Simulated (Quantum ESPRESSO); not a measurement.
# TiRh (Pm-3m) in Quantum ESPRESSO: phonons and electron-phonon coupling with PBE

Aim: the phonons and electron-phonon coupling of TiRh with PBE.

Program: Quantum ESPRESSO 7.5. These are calculated values, not measurements. Logs are shortened: lines on timing, memory, paths and dates and some standing lists are left out, and cuts for length are marked.

## 1. The crystal as given

Symmetry: Pm-3m, No. 221, cubic system. The conventional cell has a = 3.115 Å, b = 3.115 Å, c = 3.115 Å, α = 90.00°, β = 90.00°, γ = 90.00°. Rh (site symmetry m-3m) has 8 Ti at 2.70 Å as nearest neighbours. Around Ti (site symmetry m-3m) lie 8 Rh at 2.70 Å.

The cell comes from a database or a generator and needn't be the stable form of this composition.

[end of part 1 of 2]
